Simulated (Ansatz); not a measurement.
Here is an Ansatz 0.2.0 calculation.

File input.yaml:

```yaml
crystal:
  lattice:
    - [2.34715, 0.0, 0.0]
    - [-1.17358, 2.03269, 0.0]
    - [0.0, 0.0, 23.8]
  atoms:
    - { symbol: Co, position: [0.0, 0.0, 0.29412], spin: 2.0 }
kpoints:
  mp_grid: { grid: [13, 13, 1] }
scf:
  occupations: { method: fermi_dirac, width: 0.05 }
hamiltonian:
  xc: pbe
  pseudopotentials: { kind: all_electron, lapw: { basis_error: 0.001 } }
magnetization:
  spin_polarized: true
output:
  forces: true
  stress: true
  eigenvalues: true
  populations: true
```

Potentials or basis: all-electron LAPW, scalar-relativistic.

Command:

```bash
$ ansatz run input.yaml --threads 2 --pin off --max-ram 8192MiB --backend cpu --events-out ev --progress --plain --runs-dir out
```

Question: Predict the absolute moment.

Answer: 1.95 μB per cell.

Question: Predict the band gap on the k mesh.

Answer: None (metal or under the smearing width).

Question: Estimate the net moment.

Answer: 1.72 μB per cell.

Stress tensor (GPa, compression positive):
```
-0.14  0.00  0.00
 0.00 -0.14  0.00
 0.00  0.00  0.00
```
